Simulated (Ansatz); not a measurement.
Below is the output of a Python script on the Ansatz DFT code, driven from Python that makes a calculation of the elastic constants of Ta, space group Fm-3m. Write a script that gives it. Use: PBEsol, PAW, cutoff 463 eV, 18×18×18 k-points, Fermi-Dirac smearing of 0.1 eV.

`ta.cif`
```cif
data_Ta
_cell_length_a 2.983991
_cell_length_b 2.983991
_cell_length_c 2.983991
_cell_angle_alpha 60.00000
_cell_angle_beta 60.00000
_cell_angle_gamma 60.00000
_symmetry_space_group_name_H-M 'P 1'
_symmetry_Int_Tables_number 1
loop_
_symmetry_equiv_pos_as_xyz
'x, y, z'
loop_
_atom_site_label
_atom_site_type_symbol
_atom_site_fract_x
_atom_site_fract_y
_atom_site_fract_z
Ta1 Ta    0.000000    0.000000    0.000000
```

```console
$ python run_elastic.py --sigma 0.1 --xc PBEsol
C11 = 196.6 GPa
C12 = 189.3 GPa
C13 = 151.3 GPa
C14 = 53.7 GPa
C22 = 196.6 GPa
C23 = 151.3 GPa
C24 = -53.7 GPa
C33 = 234.6 GPa
C44 = -34.3 GPa
C55 = -34.3 GPa
C56 = 53.7 GPa
C66 = 3.7 GPa
smallest eigenvalue of C: -92.3 GPa; tensor positive definite: False
```

One script that gives this output:

`run_elastic.py`
```python
"""Stiffness tensor and moduli of Ta."""

import argparse
import warnings

import ansatz as az
from ase.io import read
import numpy as np

parser = argparse.ArgumentParser(description="Stiffness tensor and moduli of Ta.")
parser.add_argument("--sigma", type=float, required=True, help="smearing width (eV)")
parser.add_argument("--xc", required=True, help="exchange-correlation functional")
parser.add_argument("--kgrid", type=int, nargs=3, default=[18, 18, 18], help="k-point sampling")
args = parser.parse_args()

warnings.simplefilter("ignore", az.DeckWarning)

atoms = read("ta.cif")
cell = az.Crystal.from_ase(atoms)

job = (
    cell.calculation()
    .basis(17 * az.Ha)
    .occupations(az.OccupationsMethod.FERMI_DIRAC, width=args.sigma)
    .functional(args.xc)
    .kpoints(*args.kgrid)
)
outcome = job.elastic("relaxed_ion").run(threads=1, backend="cpu")
elastic = outcome.elastic

C = np.asarray(elastic.c_gpa)
for i in range(6):
    for j in range(i, 6):
        if abs(C[i, j]) > 0.05:
            print(f"C{i + 1}{j + 1} = {C[i, j]:.1f} GPa")
print("smallest eigenvalue of C:", round(elastic.stability.min_eigenvalue_gpa, 1), "GPa; tensor positive definite:", elastic.stability.min_eigenvalue_gpa > 0)
# averaged moduli need a positive definite tensor
if elastic.stability.min_eigenvalue_gpa > 0:
    for name, value in elastic.moduli.to_plain().items():
        print(f"{name:14s} {value:9.3f}")
```

Reading the output:
- Spin is left out of this run.
- The cell isn't relaxed first, so the values belong to this volume.
- Spin-orbit coupling, which matters for elements this heavy, is left out.
- At these settings the cell as given stands under about -6 GPa, so it isn't at this functional's equilibrium volume.
- This isn't the structure that Ta takes at ambient conditions.
- Shear constants of a metal converge slowly with the k-point mesh and can be wrong in sign on a coarse one; the constants belong to the cell that was strained.
- The whole script took 2.2 min on 1 thread of Arm Neoverse V1 (shared host), peak memory 0.76 GiB.

(A comment or docstring line of the script was reworded after the run, the code is as it ran.)
